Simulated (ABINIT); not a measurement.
Crystal: BeSi3.

```
Be Si
1.0
     2.63447    0.00000    0.00000
    -1.31723    2.28152    0.00000
     0.00000    0.00000    8.43681
Be Si
1 3
Cartesian
  0.0000 0.0000 4.2184
  0.0000 0.0000 0.0000
  1.3172 0.7605 6.3089
  1.3172 0.7605 2.1279
```

The cell was built by a generator and needn't be a form met in nature.

- Program: ABINIT 10.8.3 (patched build)
- Task: relaxation of cell and atoms
- Functional: PBEsol
- Potentials or basis: PseudoDojo NC SR PBEsol v0.4 stringent
- Cutoff: 1442 eV
- k mesh: 9 × 9 × 2
- Occupations: fermi-dirac, width 0.05 eV
- Spin: no spin polarisation

At the start: pressure 1.0 GPa; volume 12.68 Å³/atom.

Question: How do energy, volume and symmetry change on relaxing?

Answer: Over 15 steps the energy falls by 46.6 meV/atom and the volume is 12.70 Å³/atom (+0.2 %); space group P-6m2 (No. 187, to 0.05 Å).

Step by step:
| step | energy change (eV) | largest force (eV/Å) | pressure (GPa) | volume (Å³) |
| --- | --- | --- | --- | --- |
| 1 | 0.0000 | 0.8927 | 1.05 | 50.71 |
| 2 | -0.0183 | 0.7881 | 0.51 | 50.87 |
| 3 | -0.0766 | 0.4734 | -1.35 | 51.40 |
| 4 | -0.1254 | 0.3359 | -1.79 | 51.52 |
| 5 | 0.9395 | 2.6244 | 14.53 | 51.43 |
| 6 | -0.1739 | 0.0293 | -1.54 | 51.59 |
| 7 | -0.1781 | 0.0567 | -1.16 | 51.46 |
| 8 | -0.1814 | 0.0787 | -0.57 | 51.14 |
| 9 | -0.1842 | 0.0724 | 0.36 | 50.61 |
| 10 | -0.1848 | 0.0466 | 0.49 | 50.53 |
| 11 | -0.1856 | 0.0078 | 0.44 | 50.53 |
| 12 | -0.1860 | 0.0078 | 0.28 | 50.62 |
| 13 | -0.1862 | 0.0075 | 0.06 | 50.75 |
| 14 | -0.1862 | 0.0023 | 0.00 | 50.79 |
| 15 | -0.1862 | 0.0001 | 0.00 | 50.79 |

Final structure:
```
CELL_PARAMETERS angstrom
2.57309 0.00000 0.00000
-1.28655 2.22836 0.00000
0.00000 0.00000 8.85801
ATOMIC_POSITIONS crystal
Be 0.00000 0.00000 0.50000
Si 0.00000 0.00000 0.00000
Si 0.66667 0.33333 0.72581
Si 0.66667 0.33333 0.27419
```

Caveat: the k mesh is coarse (spacing up to 0.37 Å⁻¹), so the values aren't converged.
